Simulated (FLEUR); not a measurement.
Crystal: InSb3.

```xyz
4
Lattice="0.0000 3.7946 3.7946 3.7946 0.0000 3.7946 3.7946 3.7946 0.0000" Properties=species:S:1:pos:R:3 pbc="T T T"
Sb    3.7946    3.7946    3.7946
Sb    5.6918    5.6918    5.6918
Sb    1.8973    1.8973    1.8973
In    0.0000    0.0000    0.0000
```

The cell comes from a database or a generator and needn't be the stable form of this composition.

| Item | Value |
| --- | --- |
| Program | FLEUR MaX-R8.1 (later development tree) |
| Task | single point |
| Functional | PBEsol |
| Potentials or basis | all-electron |
| Basis | FLAPW |
| Kmax | 4.1 1/bohr |
| k mesh | 6 × 6 × 6 |
| Occupations | fermi-dirac, width 0.05 eV |
| Spin | no spin polarisation |
| Gmax | 12.7 1/bohr |
| Muffin-tin radii | Sb 2.66, In 2.66 bohr |
| lmax | Sb 10, In 10 |
| lnonsphr | Sb 10, In 10 |
| Local orbitals a species | Sb 6, In 5 |
| Max iterations | 60 |
| Mixing factor | 0.05 |
| Mixer | Anderson |
| Mixer history | 15 |

On this cell: largest force zero by symmetry; band gap on the k mesh none (metal or under the smearing width).

The same run follows on a disturbed copy (atoms moved at random, drawn with an rms of 0.05 Å):

```
Sb In
1.0
     0.00000    3.79455    3.79455
     3.79455    0.00000    3.79455
     3.79455    3.79455    0.00000
Sb In
3 1
Direct
  0.50548 0.51132 0.48481
  0.75134 0.75080 0.73194
  0.24282 0.26316 0.24665
  0.99144 0.99482 0.00917
```

Question: What changes?

Answer: The energy (extrapolated to zero smearing) moves by +3.3 meV/atom; largest force 0.187 eV/Å; band gap on the k mesh none (metal or under the smearing width).

Forces in eV/Å, atoms in the order of the input:
```
Sb   0.023  0.031 -0.083
Sb   0.099  0.055 -0.025
Sb  -0.073  0.002 -0.050
In  -0.049 -0.088  0.158
```
